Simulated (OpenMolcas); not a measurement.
# ZnH2S (SMILES [SH][ZnH]), run twice

Wanted: the energy of ZnH2S, RI-MP2/ANO-R2 (sfX2C, RICD fitting, electric field -0.02 a.u., field axis y).

Program for the calculation: OpenMolcas 26.06.

3 further runs of the same task are left out: 3 set aside as unsound or not needed.

## Step 1: Starting point

ZnH2S has 4 atoms, charge 0, and is taken as a singlet. SMILES: `[SH][ZnH]`. The coordinates come from a PBE0-D4/def2-TZVP relaxation.

Bond lengths: S1–Zn2 2.172 Å, S1–H3 1.345 Å, Zn2–H4 1.532 Å. Angles: S1–Zn2–H4 179.1°, Zn2–S1–H3 92.7°.

## Step 2: Try one

File calc.inp:

```
&gateway
coord
3
bohr
S     -0.14909939    -2.77562973     0.58373640
Zn    -0.64364072     1.06504964    -0.77856716
H      1.92581989    -2.16335847     1.91769407
H     -1.02801101     3.75998807    -1.76122475
basis=ANO-R2
group=NoSym
ricd
&seward
&ffpt
dipole
Y 0.02
&scf
prorbitals=1 1
&mbpt2
frozen=10
```

Started as:

```
$ export MOLCAS_MEM=1860
$ pymolcas calc.inp > calc.log
```

Standard output:

```text
--- Start Module: gateway ---

                                              &GATEWAY

                       available to each process: 1.9 GB of memory, 1 thread

 ###############################################################################
 ###    ERROR: H     -1.02801101     3.75998807    -1.76122475               ###
 ###    is not a keyword!, Error in keyword.                                 ###
 ###############################################################################
--- Stop Module: gateway /rc=_RC_INPUT_ERROR_ ---

.####################.
.# User input error #.
.####################.

    Timing: Wall=0.03 User=0.01 System=0.02
```

It took 0.32 s on 1 thread of Arm Neoverse V1, shared host; peak memory 0.24 GiB.

## Step 3: Diagnosis

The program refused the input.

The telling line is `is not a keyword!, Error in keyword.`. The fault: an atom count or index doesn't match the structure.

## Step 4: The mended input

File calc.input:

```
&GATEWAY
  Coord
  4
  bohr
  S     -0.14909939    -2.77562973     0.58373640
  Zn    -0.64364072     1.06504964    -0.77856716
  H      1.92581989    -2.16335847     1.91769407
  H     -1.02801101     3.75998807    -1.76122475
  Basis
  ANO-R2
  Group
  NoSym
  RICD

&SEWARD

&FFPT
  Dipole
  Y 0.02

&SCF
  PrOrbitals
  1 1

&MBPT2
  Frozen
  10
```

Started as:

```
$ export MOLCAS_MEM=1860
$ pymolcas calc.input > calc.log
```

Standard output:

```text
--- Start Module: gateway ---
[...]
--- Stop Module: gateway /rc=_RC_ALL_IS_WELL_ ---
[...]
      Basis functions          131
[...]
--- Start Module: scf ---
[...]
       Convergence after  11 Iterations
[...]
::    Total SCF energy                              -2194.1253042485
[...]
      Total spin, S                                     0.0000000000
[...]
      Total electronic charge=   48.000000
      Total            charge=   -0.000000
[...]
      Dipole Moment (debye):
      Origin of the operator (angstrom)=   -0.2432   -0.1029   -0.1673
                   X=  5.8920E-01               Y= -1.2559E+00               Z=  3.6201E-01           Total=  1.4337E+00
      Quadrupole Moment (debye*angstrom):
[...]
--- Stop Module: scf /rc=_RC_ALL_IS_WELL_ ---
[...]
--- Start Module: mbpt2 ---
[...]
WARNING!
Default frozen orbitals as non valence orbitals is overwritten by user input.
Default values:  11
[...]
       Reference weight ( Cref**2 )         =        0.83736
::    Total MBPT2 energy                            -2195.2660739104
[...]
--- Stop Module: mbpt2 /rc=_RC_ALL_IS_WELL_ ---
[...]
```

Run time: 21 s. Hardware: 1 thread of Arm Neoverse V1, shared host; peak memory 0.24 GiB.

## Step 5: Results

At RI-MP2/ANO-R2 (sfX2C, RICD fitting, electric field -0.02 a.u., field axis y):

| quantity | value |
| --- | --- |
| total energy | -2195.26607 Eh |
| dipole moment (mean-field density) | 1.43 D |
| HOMO–LUMO gap (Hartree–Fock orbitals) | 10.14 eV |
| correlation energy (10 core orbitals frozen) | -1140.8 mEh |

In words: Mulliken charges of the mean-field density run from -0.69 on H4 to +1.02 on Zn2.
